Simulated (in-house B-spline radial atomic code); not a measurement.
**Dy⁶³⁺: excited configurations**

Aim: the energies of several excited configurations of Dy⁶³⁺ above a reference configuration, each from its own self-consistent run.

Program: in-house B-spline radial atomic code version 1. Level of theory: Dirac-Hartree-Fock, average of configuration, Fermi nucleus, basis-set limit. These are calculated values, not measurements, unless marked.

### 1 The atom as given

| Quantity | Value |
| --- | --- |
| element | dysprosium (Z = 66) |
| charge | +63 |
| electrons | 3 |
| configuration | [He] 2s1 |
| Hamiltonian | Dirac-Coulomb |
| nucleus | Fermi, rms radius 5.222 fm |

The outer shells:

[He] 2s1
```
[He] core
2s [↑ ]
```

The boxes draw the filling by Hund's rule, which heavy ions in jj coupling don't follow; these runs average over all states of the configuration.

Input settings:

```ini
Z = 66
electrons = 3.0
configuration = [He] 2s1
hamiltonian = dirac
method = hf
spin_polarised = False
nucleus = fermi
rms_radius = 5.2218
mass_number = 164
atomic_mass = 163.929180819
speed_of_light = 137.035999084
```

The reference is known from an earlier run: -5157.290524 hartree in all. Up to eight levels, counted from the top:

```
orbital  occupation  energy (eV)  <r> (bohr)
  1s1/2           2     -61537.6     0.02100
  2s1/2           1     -15251.7     0.08464
```

### 2 Configuration [He] 4f1

Input settings:

```ini
Z = 66
electrons = 3.0
configuration = [He] 4f1
hamiltonian = dirac
method = hf
spin_polarised = False
nucleus = fermi
rms_radius = 5.2218
mass_number = 164
atomic_mass = 163.929180819
speed_of_light = 137.035999084
```

### 3 Run with [He] 3d1

The settings differ from step 2 so:

```diff
@@ -2,3 +2,3 @@
 electrons = 3.0
-configuration = [He] 4f1
+configuration = [He] 3d1
 hamiltonian = dirac
```

### 4 Run with [He] 3s1

The settings differ from step 3 so:

```diff
@@ -2,3 +2,3 @@
 electrons = 3.0
-configuration = [He] 3d1
+configuration = [He] 3s1
 hamiltonian = dirac
```

### 5 [He] 6f1

The settings differ from step 4 so:

```diff
@@ -2,3 +2,3 @@
 electrons = 3.0
-configuration = [He] 3s1
+configuration = [He] 6f1
 hamiltonian = dirac
```

### 6 [He] 5p1

The settings differ from step 5 so:

```diff
@@ -2,3 +2,3 @@
 electrons = 3.0
-configuration = [He] 6f1
+configuration = [He] 5p1
 hamiltonian = dirac
```

**Question.** How far above the reference does each configuration lie (order and size, in eV)?

**Answer**, as computed:

| net move | configuration | energy above the reference (eV) | with Breit, QED, recoil (eV) | largest <r> (bohr) |
| --- | --- | --- | --- | --- |
| 2s → 3s | [He] 3s1 | 8612.54 | 8595.58 | 0.196 |
| 2s → 3d | [He] 3d1 | 8989.75 | 8965.92 | 0.162 |
| 2s → 4f | [He] 4f1 | 11749.7 | 11725.7 | 0.280 |
| 2s → 5p | [He] 5p1 | 12964.9 | 12941.6 | 0.559 |
| 2s → 6f | [He] 6f1 | 13694.5 | 13670.4 | 0.745 |

Quantum defects of the promoted electron, δ = n − ζ/√(−2ε) with ζ = 64 and ε its orbital energy in hartree:

| promotion | δ |
| --- | --- |
| 2s → 3s | 0.103 |
| 2s → 3d | 0.017 |
| 2s → 4f | 0.011 |
| 2s → 5p | 0.063 |
| 2s → 6f | 0.018 |

**Reading.** At the bottom stands 2s → 3s (8612.54 eV), at the top 2s → 6f (13694.5 eV). Of those tabulated, the defect is largest for 3s (0.10) and least for 4f (0.01); at this charge much of the defect is relativistic. These are averages over configurations, without correlation, not spectroscopic levels.
